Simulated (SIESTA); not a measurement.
# Zn2Re under changes of volume

One of the cells (14.136 Å³/atom); the others are scaled copies at fixed shape and fractional positions:

```
Zn Re
1.0
     0.00000    2.76780    2.76780
     2.76780    0.00000    2.76780
     2.76780    2.76780    0.00000
Zn Re
2 1
Direct
  0.25000 0.25000 0.25000
  0.75000 0.75000 0.75000
  0.00000 0.00000 0.00000
```

The cell was built by a generator and needn't be a form met in nature.

```yaml
Program: SIESTA 5.4.2
Functional: vdW-DF-C09
Potentials_or_basis: SG15 1.2 (PBE files) or PseudoDojo by element
Basis: DZDP (energy shift 0.02 Ry)
Grid_cutoff: 800 Ry
Energy_shift: 0.02 Ry
k_mesh: 8 × 8 × 8
Occupations: fermi-dirac, width 0.05 eV
Spin: no spin polarisation
```

```tsv
volume (Å³/atom)	energy over the lowest point (meV/atom)	pressure (GPa)
13.287	268.26	42.6
13.570	?	?
13.853	140.95	30.4
14.136	92.37	25.0
14.418	53.26	19.8
14.701	22.95	15.2
14.984	0.00	11.1
```

**Question.** What does the run at 13.570 Å³/atom give?

**Answer.** Energy over the lowest point 199.27 meV/atom; pressure 36.2 GPa.

Worked out: A Birch-Murnaghan fit of order 3 (a polynomial in V^(-2/3)) to the other rows has no minimum within the range. It gives 199.21 meV/atom at 13.570 Å³/atom, against the run's 199.27, and -dE/dV = 36.0 GPa, against 36.2.

Energies are extrapolated to zero smearing.

Caveats: semicore shells carry a single zeta, which can move pressures by several GPa and volumes by a few percent; the potentials were made for another functional, which shifts forces and pressure; the basis of atomic orbitals isn't converged, which shifts pressures, moduli and gaps.
